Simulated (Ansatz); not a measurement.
C₂H₆FMgN, SMILES C[N](C)[Mg][F], a single point in a Gaussian basis

With the Python package of Ansatz (0.2.0).

Run as a notebook:

```python
from dataclasses import dataclass

import ansatz as az
import numpy as np


@dataclass(frozen=True)
class Options:
    basis: str = '6-31G*'
    xc: str = 'pbe'
```

```python
settings = Options()

molecule = (
    az.Crystal.molecule()
    .atom('C', [-1.0163, -0.658, 0.5918])
    .atom('N', [-0.1024, -0.4211, -0.4997])
    .atom('C', [1.2311, -0.4612, 0.0132])
    .atom('Mg', [-0.3228, 1.5179, -1.2348])
    .atom('F', [-0.6758, 3.3154, -1.9386])
    .atom('H', [-0.9628, 0.2019, 1.3444])
    .atom('H', [-0.9016, -1.609, 1.0534])
    .atom('H', [-2.0511, -0.5454, 0.152])
    .atom('H', [1.423, 0.3568, 0.8224])
    .atom('H', [1.9792, -0.2987, -0.7835])
    .atom('H', [1.4647, -1.4557, 0.5])
)
```

```python
calculation = (
    molecule.calculation()
    .basis(gaussian=settings.basis)
    .functional(settings.xc)
    .forces()
)
print(calculation.to_yaml())
result = calculation.run(threads=1, pin='off')
report = result.report
```

    crystal:
      periodic: [false, false, false]
      atoms:
        - { symbol: C, position_ang: [-1.0163, -0.658, 0.5918] }
        - { symbol: "N", position_ang: [-0.1024, -0.4211, -0.4997] }
        - { symbol: C, position_ang: [1.2311, -0.4612, 0.0132] }
        - { symbol: Mg, position_ang: [-0.3228, 1.5179, -1.2348] }
        - { symbol: F, position_ang: [-0.6758, 3.3154, -1.9386] }
        - { symbol: H, position_ang: [-0.9628, 0.2019, 1.3444] }
        - { symbol: H, position_ang: [-0.9016, -1.609, 1.0534] }
        - { symbol: H, position_ang: [-2.0511, -0.5454, 0.152] }
        - { symbol: H, position_ang: [1.423, 0.3568, 0.8224] }
        - { symbol: H, position_ang: [1.9792, -0.2987, -0.7835] }
        - { symbol: H, position_ang: [1.4647, -1.4557, 0.5] }
    basis:
      gaussian:
        orbitals: "6-31G*"
    hamiltonian:
      xc: pbe
    output:
      forces: true

```python
sorted(key for key in report if key.endswith('_ev'))
```

    ['free_energy_ev', 'reference_energy_ev']

```python
print(f'E = {report["free_energy_ev"]:.6f} eV = {report["free_energy_ev"] / 27.211386246:.7f} Ha')
print('converged:', report['converged'], ' doubts:', report['published_state_doubts'] or 'none')

state = report['mean_field']['state']
print(f'mean field: {state["energy"]["hartree"]:.7f} Ha, <S^2> = {abs(state["spin_squared"]):.4f}, stability: {state.get("stability", {}).get("kind")}')

symbols = [site.symbol for site in molecule.cartesian_sites]
print('forces (eV/A)')
for symbol, f in zip(symbols, report['forces_ev_ang']):
    print(f'  {symbol:2s} {f[0]:9.4f} {f[1]:9.4f} {f[2]:9.4f}')
```

    E = -11812.502675 eV = -434.1014665 Ha
    converged: True  doubts: none
    mean field: -434.1014665 Ha, <S^2> = 0.0000, stability: minimum
    forces (eV/A)
      C    -1.6880    3.0307   -1.0052
      N    -0.1531    1.0080   -1.1641
      C     1.0535    0.4786    1.1223
      Mg   -0.5557    1.3343   -0.8627
      F     0.5288   -2.5014    0.9934
      H     0.0158   -0.9702    0.2775
      H     0.2036   -1.3363    0.7810
      H     0.3558   -0.5250    0.5330
      H     0.1418   -0.9063   -0.4330
      H     0.1150   -0.0733   -0.0661
      H    -0.0173    0.4609   -0.1760

```python
charges = report['charge_distribution']
dipole = np.array(charges['dipole_moment_e_ang']) * 4.803205
print('dipole (D): {:.3f} {:.3f} {:.3f}, length {:.3f}'.format(*dipole, np.linalg.norm(dipole)))
print('atom  Mulliken   Lowdin')
for symbol, m, l in zip(symbols, charges['mulliken_charges_e'], charges['lowdin_charges_e']):
    print(f'{symbol:4s} {m:9.3f} {l:8.3f}')
```

    dipole (D): 0.620 -1.012 0.946, length 1.518
    atom  Mulliken   Lowdin
    C       -0.334   -0.241
    N       -0.485   -0.145
    C       -0.336   -0.244
    Mg       0.715    0.054
    F       -0.419   -0.100
    H        0.121    0.110
    H        0.166    0.112
    H        0.154    0.124
    H        0.110    0.103
    H        0.161    0.123
    H        0.146    0.104

Reading the output:
- Total energies depend on the basis set; only differences at equal settings carry meaning.
- The geometry is a force-field or estimated start, not a minimum of this method, and the basis set is short of its limit.
- The Löwdin charges here are taken after orthogonalising the functions within each atom; they differ from plain Löwdin charges, and their signs can be unphysical.
- Wall time of the script: 4 s on 1 thread of Arm Neoverse V1, on a shared host, peak memory 0.2 GiB.

(Lines on the test bed's own set-up are left out of the output.)
